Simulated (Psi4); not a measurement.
**B3LYP/aug-cc-pVTZ run of GeS (SMILES [S+]#[Ge-])**

Aim: the vertical electron affinity of GeS at B3LYP/aug-cc-pVTZ, from 2 runs. 

The results are computed with Psi4 1.11.

3 further runs of the same task are left out: 1 that didn't finish, 2 set aside as unsound or not needed.

## Step 1: The structure to begin with

GeS: 2 atoms, total charge 0, spin state singlet. SMILES: `[S+]#[Ge-]`. The bond length is the measured one.

Bond lengths: S1–Ge2 2.012 Å.

## Step 2: Energy and gradient at B3LYP/aug-cc-pVTZ

job.in reads:

```
memory 1600 MB

molecule mol {
  0 1
  S
  Ge 1 R2

  R2 = 2.012086
  symmetry c1
}

set {
  basis                aug-cc-pVTZ
  puream               true
  e_convergence        1e-09
  d_convergence        1e-08
  scf_type             pk
  dft_radial_points    99
  dft_spherical_points 590
}

e_tot, wfn = gradient('b3lyp', return_wfn=True)
```

On the command line:

```bash
$ psi4 -i job.in -o job.out -n 1
```

job.out, shortened:

```text
[...]
  Running in c1 symmetry.
[...]
  Nuclear repulsion =  134.655641887593276
[...]
  Multiplicity = 1
[...]
  Nalpha       = 24
  Nbeta        = 24
[...]
    Number of basis functions: 109
[...]
   @RKS iter   1: -2473.97748996129212   -2.14866e+00   2.05118e-02 ADIIS/DIIS
[...]
   @RKS iter  11: -2475.34971737423712   -2.91038e-11   8.75463e-09 DIIS
[...]
    Orbital Energies [Eh]
    ---------------------
    Doubly Occupied:
       1A   -398.783988     2A    -88.882803     3A    -49.824680
       4A    -44.345965     5A    -44.345965     6A    -44.343107
       7A     -7.934588     8A     -6.250095     9A     -5.894885
      10A     -5.894885    11A     -5.894669    12A     -4.422512
      13A     -4.422512    14A     -4.414367    15A     -1.246396
      16A     -1.246396    17A     -1.241391    18A     -1.240136
      19A     -1.240136    20A     -0.706316    21A     -0.459873
      22A     -0.284919    23A     -0.284849    24A     -0.284849
[...]
  @RKS Final Energy: -2475.34971737423712
   => Energetics <=
    Nuclear Repulsion Energy =            134.6556418875932764
    One-Electron Energy =               -3712.8482593841445123
    Two-Electron Energy =                1187.1174810880995665
    DFT Exchange-Correlation Energy =     -84.2745809657857734
    Empirical Dispersion Energy =           0.0000000000000000
    VV10 Nonlocal Energy =                  0.0000000000000000
    Total Energy =                      -2475.3497173742375708
[...]
 Multipole Moments:
 ------------------------------------------------------------------------------------
     Multipole            Electronic (a.u.)      Nuclear  (a.u.)        Total (a.u.)
 ------------------------------------------------------------------------------------
 L = 1.  Multiply by 2.5417464519 to convert [e a0] to [Debye]
 Dipole X            :          0.0000000            0.0000000            0.0000000
 Dipole Y            :         -0.0000000            0.0000000           -0.0000000
 Dipole Z            :          6.5942725           -5.7319003            0.8623722
 Magnitude           :                                                    0.8623722
[...]
  -Total Gradient:
     Atom            X                  Y                   Z
    ------   -----------------  -----------------  -----------------
       1       -0.000000000001     0.000000000000     0.009735802301
       2        0.000000000004     0.000000000001    -0.009740810818
[...]
```

Run time: 3.5 min. Hardware: 1 thread of Intel Xeon Platinum 8259CL at 2.50GHz (Skylake/Cascade Lake), shared host; peak memory 1.4 GiB.

## Step 3: The doublet anion, same level

ges.xyz reads:

```xyz
2
GeS
S      0.000000     0.000000     0.000000
Ge     0.000000     0.000000     2.012086
```

job.py reads:

```python
import psi4

psi4.set_memory(1600000000)
psi4.set_num_threads(1)
psi4.set_output_file('output.dat', False)

with open('ges.xyz') as f:
    atoms = ''.join(f.readlines()[2:])
mol = psi4.geometry('-1 2\n' + atoms + 'symmetry c1')

psi4.set_options({
    'basis': 'aug-cc-pVTZ',
    'reference': 'uks',
    'puream': True,
    'e_convergence': 1e-09,
    'd_convergence': 1e-08,
    'scf_type': 'pk',
    'dft_radial_points': 99,
    'dft_spherical_points': 590,
    'maxiter': 100,
})

result, w = psi4.gradient('B3LYP', return_wfn=True)
psi4.oeprop(w, 'MULLIKEN_CHARGES', 'QUADRUPOLE', 'LOWDIN_CHARGES', title='B3LYP')
print('gradient / Eh bohr^-1')
print(result.np.round(6))
print(f'energy = {w.energy():.10f} Eh')
```

On the command line:

```bash
$ python job.py
```

output.dat, shortened:

```text
[...]
  Running in c1 symmetry.
[...]
  Nuclear repulsion =  134.655641887593276
[...]
  Multiplicity = 2
[...]
  Nalpha       = 25
  Nbeta        = 24
[...]
    Number of basis functions: 109
[...]
   @UKS iter   1: -2473.76370079655499   -1.93487e+00   2.12318e-02 ADIIS/DIIS
[...]
   @UKS iter  15: -2475.37060718858629   -1.27329e-11   3.60958e-09 DIIS
[...]
   @S^2 Observed:                7.531206882E-01
[...]
  @UKS Final Energy: -2475.37060718858629
   => Energetics <=
    Nuclear Repulsion Energy =            134.6556418875932764
    One-Electron Energy =               -3723.5907623972825604
    Two-Electron Energy =                1198.0051755147974291
    DFT Exchange-Correlation Energy =     -84.4406621936952604
    Empirical Dispersion Energy =           0.0000000000000000
    VV10 Nonlocal Energy =                  0.0000000000000000
    Total Energy =                      -2475.3706071885867459
[...]
  -Total Gradient:
     Atom            X                  Y                   Z
    ------   -----------------  -----------------  -----------------
       1       -0.000000000001    -0.000000000000     0.052998988519
       2        0.000000000003     0.000000000001    -0.053004054408
[...]
 Multipole Moments:
 ------------------------------------------------------------------------------------
     Multipole            Electronic (a.u.)      Nuclear  (a.u.)        Total (a.u.)
 ------------------------------------------------------------------------------------
 L = 1.  Multiply by 2.5417464519 to convert [e a0] to [Debye]
 Dipole X            :          0.0000000            0.0000000            0.0000000
 Dipole Y            :          0.0000000            0.0000000            0.0000000
 Dipole Z            :          6.1140866           -5.7319003            0.3821863
 Magnitude           :                                                    0.3821863
 L = 2.  Multiply by 1.3450342976 to convert [e a0^2] to [Debye ang]
 Quadrupole XX       :        -27.3844922            0.0000000          -27.3844922
 Quadrupole XY       :          0.8617113            0.0000000            0.8617113
[...]
```

Standard output:

```text
gradient / Eh bohr^-1
[[-0.       -0.        0.052999]
 [ 0.        0.       -0.053004]]
energy = -2475.3706071886 Eh
```

Wall time 3.8 min (1 thread of Intel Xeon Platinum 8259CL at 2.50GHz (Skylake/Cascade Lake), shared host); peak memory 1.4 GiB.

## Step 4: Outcome

Level: B3LYP/aug-cc-pVTZ.

```
                                         quantity           value
                        singlet GeS: total energy  -2475.34972 Eh
                       singlet GeS: dipole moment          2.19 D
                         singlet GeS: HOMO energy        -7.75 eV
                         singlet GeS: LUMO energy        -2.62 eV
                       singlet GeS: HOMO–LUMO gap         5.13 eV
            singlet GeS: largest force on an atom      0.501 eV/Å
                      doublet anion: total energy  -2475.37061 Eh
doublet anion: HOMO energy (highest over α and β)         1.32 eV
 doublet anion: LUMO energy (lowest over α and β)         2.54 eV
                              doublet anion: ⟨S²⟩           0.753
          doublet anion: largest force on an atom      2.726 eV/Å
vertical electron affinity (to the doublet anion)        0.568 eV
```

In words: At fixed nuclei the extra electron is bound by 0.57 eV (54.8 kJ/mol). The largest force (singlet GeS) is 0.50 eV/Å: the shape isn't a stationary point for this species at this level. The HOMO (doublet anion) lies at positive energy, 1.32 eV; only total energies tell whether the electron is bound.
